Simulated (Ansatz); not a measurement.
**ZnHCl: small, medium and large basis sets**

One table from this session's results is given with a row withheld; the runs are named, their logs left out.

Method: one geometry, several basis sets; program: Ansatz 0.2.0, Gaussian basis.

The runs, in order: PBE0-D4/def2-SVP; ωB97M-V/def2-SVP; PBE0-D4/def2-QZVPP; ωB97M-V/def2-QZVPP; the functionals' def2-TZVPP values are taken from earlier runs.

## The relaxed structure

An earlier PBE0-D4 in a triple-zeta def2 set relaxation fixed the geometry.

SMILES `[Cl][ZnH]`, 3 atoms, charge 0, spin multiplicity 1.

Atoms are counted from 1 here; the program's logs count them from 0.

Bond lengths: Cl1–Zn2 2.102 Å, Zn2–H3 1.520 Å. Angles: Cl1–Zn2–H3 180.0°.

Set-up of the first run:

The input, in.yaml:

```yaml
crystal:
  periodic: [false, false, false]
  atoms:
    - {symbol: Cl, position_ang: [1.621635, -0.593275, 0.815704]}
    - {symbol: Zn, position_ang: [-0.168938, 0.036270, -0.087841]}
    - {symbol: H, position_ang: [-1.463598, 0.492305, -0.741063]}
basis:
  gaussian: {orbitals: def2-SVP}
hamiltonian: {xc: pbe0, dispersion: d4}
output: {orbitals: {seedname: orbitals}}
```

Steps of the session up to this table: PBE0-D4 in def2-SVP; ωB97M-V in def2-SVP; PBE0-D4 in def2-QZVPP; ωB97M-V in def2-QZVPP.

One of the session's tables, all rows but one given; the rest of the session is left out.

It belongs to the step «Functionals by basis». 

| functional | basis | HOMO (eV) |
| --- | --- | --- |
| PBE0-D4 | def2-SVP | -8.47 |
| PBE0-D4 | def2-TZVPP | -8.89 |
| PBE0-D4 | def2-QZVPP | -8.91 |
| ωB97M-V | def2-SVP | -10.68 |
| ωB97M-V | def2-TZVPP | ? |
| ωB97M-V | def2-QZVPP | -11.22 |

Estimate the missing values for ωB97M-V, def2-TZVPP.

As computed: HOMO (eV): -11.18. In the column «HOMO (eV)» it lies between ωB97M-V, def2-QZVPP (-11.22) and ωB97M-V, def2-SVP (-10.68).
